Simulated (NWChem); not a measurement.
# SiNH3Cl2 (SMILES N[SiH](Cl)Cl) at revM06/6-31G(d) (ZORA, Cartesian functions)

What is the vertical electron affinity of SiNH3Cl2 at revM06/6-31G* (ZORA, Cartesian functions)? 

Program for the calculation: NWChem 7.3.0.

4 further runs of the same task are left out: 1 that didn't finish, 3 set aside as unsound or not needed.

### 1 The structure to begin with

The species is SiNH3Cl2 (7 atoms), meant as a singlet with charge 0. SMILES: `N[SiH](Cl)Cl`. The shape is that of a PBE0-D4/def2-TZVP optimisation. This is one conformer, not always the lowest.

Bond lengths: N1–Si2 1.692 Å, Si2–Cl3 2.041 Å, Si2–Cl4 2.056 Å, N1–H5 1.007 Å, N1–H6 1.008 Å, Si2–H7 1.472 Å. Angles: N1–Si2–Cl3 107.5°, N1–Si2–Cl4 115.1°, Cl3–Si2–Cl4 107.0°, N1–Si2–H7 110.1°, Cl3–Si2–H7 110.9°, Cl4–Si2–H7 106.3°, Si2–N1–H5 120.6°, Si2–N1–H6 120.1°, H5–N1–H6 111.9°.

### 2 The charge distribution at revM06/6-31G(d) (ZORA, Cartesian functions)

Input file nw.nw:

```
echo
start nw
memory stack 880 mb heap 220 mb global 1100 mb

geometry noautosym nocenter noautoz
  N       -0.051800       1.099600      -0.066300
  Si       0.221700      -0.569500      -0.034800
  Cl       0.681000      -1.079600       1.887200
  Cl      -1.383000      -1.725700      -0.595200
  H       -0.591000       1.544900       0.658900
  H       -0.138200       1.580900      -0.947500
  H        1.322600      -0.918600      -0.947800
end

basis "ao basis"
  * library 6-31G*
end

relativistic
  zora on
end

dft
  xc revm06
  grid medium
  mulliken
end

property
  efield
  efieldgrad
  dipole
end

task dft property
```

Command:

```
nwchem nw.nw > nw.out
```

Standard output:

```text
[...]
          Wavefunction type:  closed shell.
          No. of atoms     :     7
          No. of electrons :    58
[...]
          Charge           :     0
          Spin multiplicity:     1
[...]
          AO basis - number of functions:    78
[...]
              XC Information
              --------------
                       revM06 Method XC Functional
                     Hartree-Fock (Exact) Exchange  0.404
                        revM06 Exchange Functional  1.000
                      revM06 Correlation Potential  1.000
[...]
 d= 0,ls=0.0,diis     1  -1271.5667569358 -1.55D+03  1.33D-02  7.07D-01     5.5
[...]
 d= 0,ls=0.0,diis     8  -1271.6241550289 -5.62D-09  2.34D-06  2.66D-08    16.7
[...]
         Total DFT energy =    -1271.624155028908
      One electron energy =    -2307.815696639516
           Coulomb energy =      843.767626581809
    Exchange-Corr. energy =      -85.531904551255
 Nuclear repulsion energy =      277.955819580054
       Scaling correction =        1.910355820971
[...]
      Total Density - Mulliken Population Analysis
     ---------------------------------------------
    Atom       Charge   Shell Charges
 -----------   ------   -------------------------------------------------------
    1 N    7     7.87   1.99  0.76  2.57  0.82  1.71  0.02
    2 Si  14    13.33   2.00  1.99  5.97  0.98  1.72  0.10  0.25  0.31
    3 Cl  17    17.24   2.00  1.99  5.98  1.46  3.66  0.56  1.64 -0.05
    4 Cl  17    17.24   2.00  1.99  5.98  1.46  3.65  0.55  1.65 -0.05
    5 H    1     0.63   0.49  0.14
    6 H    1     0.63   0.49  0.15
    7 H    1     1.05   0.51  0.54
[...]
   Dipole moment        2.8444140201 Debye(s)
             DMX       -0.1058656266 DMXEFC        0.0000000000
             DMY        2.5912005444 DMYEFC        0.0000000000
             DMZ       -1.1684020393 DMZEFC        0.0000000000
   -EFC- dipole         0.0000000000 DEBYE(S)
   Total dipole         2.8444140201 DEBYE(S)
[...]
```

Wall time 17 s (1 thread of INTEL XEON PLATINUM 8581C at 2.10GHz (Emerald Rapids), shared host); peak memory 0.12 GiB.

Atomic charges (e):

| atom | Mulliken | Löwdin |
| --- | --- | --- |
| N1 | -0.870 | -0.730 |
| Si2 | +0.670 | +0.510 |
| Cl3 | -0.240 | -0.170 |
| Cl4 | -0.240 | -0.190 |
| H5 | +0.370 | +0.300 |
| H6 | +0.370 | +0.300 |
| H7 | -0.050 | -0.030 |

### 3 The doublet anion

Input file input.nw:

```
start input
memory total 2200 mb
charge -1

geometry noautosym nocenter noautoz
  N    -0.051800    1.099600   -0.066300
  Si    0.221700   -0.569500   -0.034800
  Cl    0.681000   -1.079600    1.887200
  Cl   -1.383000   -1.725700   -0.595200
  H    -0.591000    1.544900    0.658900
  H    -0.138200    1.580900   -0.947500
  H     1.322600   -0.918600   -0.947800
end

basis cartesian
  * library 6-31G*
end

relativistic
  zora on
end

dft
  xc revm06
  mult 2
  grid medium
  maxiter 150
  mulliken
  noprint "final vectors analysis"
end

property
  efield
  efieldgrad
  dipole
end

task dft property
```

Command:

```
nwchem input.nw > input.out
```

Standard output:

```text
[...]
          Wavefunction type:  spin polarized.
          No. of atoms     :     7
          No. of electrons :    59
[...]
          Charge           :    -1
          Spin multiplicity:     2
[...]
          AO basis - number of functions:    78
[...]
              XC Information
              --------------
                       revM06 Method XC Functional
                     Hartree-Fock (Exact) Exchange  0.404
                        revM06 Exchange Functional  1.000
                      revM06 Correlation Potential  1.000
[...]
 d= 0,ls=0.0,diis     1  -1271.3519300801 -1.55D+03  7.77D-02  3.76D-01     8.0
[...]
 d= 0,ls=0.0,diis    19  -1271.5251879924 -7.36D-10  5.87D-06  8.43D-11    52.2
[...]
         Total DFT energy =    -1271.525187992362
      One electron energy =    -2320.251280438859
           Coulomb energy =      856.556974746358
    Exchange-Corr. energy =      -85.786701879914
 Nuclear repulsion energy =      277.955819580054
       Scaling correction =        1.902939424411
[...]
      Total Density - Mulliken Population Analysis
     ---------------------------------------------
    Atom       Charge   Shell Charges
 -----------   ------   -------------------------------------------------------
    1 N    7     7.81   1.99  0.76  2.55  0.80  1.69  0.02
    2 Si  14    14.14   2.00  1.99  5.97  0.95  1.73  0.18  1.02  0.30
    3 Cl  17    17.26   2.00  1.99  5.98  1.46  3.62  0.43  1.83 -0.05
    4 Cl  17    17.35   2.00  1.99  5.98  1.45  3.64  0.55  1.78 -0.04
    5 H    1     0.72   0.50  0.22
    6 H    1     0.67   0.50  0.17
    7 H    1     1.05   0.50  0.55
[...]
      <S2> =      0.7516 (Exact =     0.7500)
[...]
   Dipole moment        2.7369168776 Debye(s)
             DMX       -1.5500030229 DMXEFC        0.0000000000
             DMY        2.2503715947 DMYEFC        0.0000000000
             DMZ        0.1550235788 DMZEFC        0.0000000000
   -EFC- dipole         0.0000000000 DEBYE(S)
   Total dipole         2.7369168776 DEBYE(S)
[...]
```

It took 53 s on 1 thread of INTEL XEON PLATINUM 8581C at 2.10GHz (Emerald Rapids), shared host; peak memory 0.12 GiB.

Atomic charges (e):

| atom | Mulliken | Löwdin |
| --- | --- | --- |
| N1 | -0.810 | -0.750 |
| Si2 | -0.140 | -0.030 |
| Cl3 | -0.260 | -0.380 |
| Cl4 | -0.350 | -0.320 |
| H5 | +0.280 | +0.250 |
| H6 | +0.330 | +0.270 |
| H7 | -0.050 | -0.050 |

### 4 Summary of results

At revM06/6-31G* (ZORA, Cartesian functions):

| quantity | value |
| --- | --- |
| singlet SiNH3Cl2: total energy | -1271.62416 Eh |
| singlet SiNH3Cl2: dipole moment | 2.84 D |
| singlet SiNH3Cl2: HOMO energy | -8.92 eV |
| singlet SiNH3Cl2: LUMO energy | 1.27 eV |
| singlet SiNH3Cl2: HOMO–LUMO gap | 10.19 eV |
| doublet anion: total energy | -1271.52519 Eh |
| doublet anion: ⟨S²⟩ | 0.752 |
| vertical electron affinity (to the doublet anion) | -2.693 eV |

**Reading.** The anion lies 2.69 eV (62 kcal/mol) above the neutral: the electron isn't bound at this level, and such a value depends on the basis. Without diffuse functions anions come out too high. Mulliken charges (singlet SiNH3Cl2) run from -0.87 on N1 to +0.67 on Si2. Mulliken charges (doublet anion) run from -0.81 on N1 to +0.33 on H6; they depend strongly on the basis.
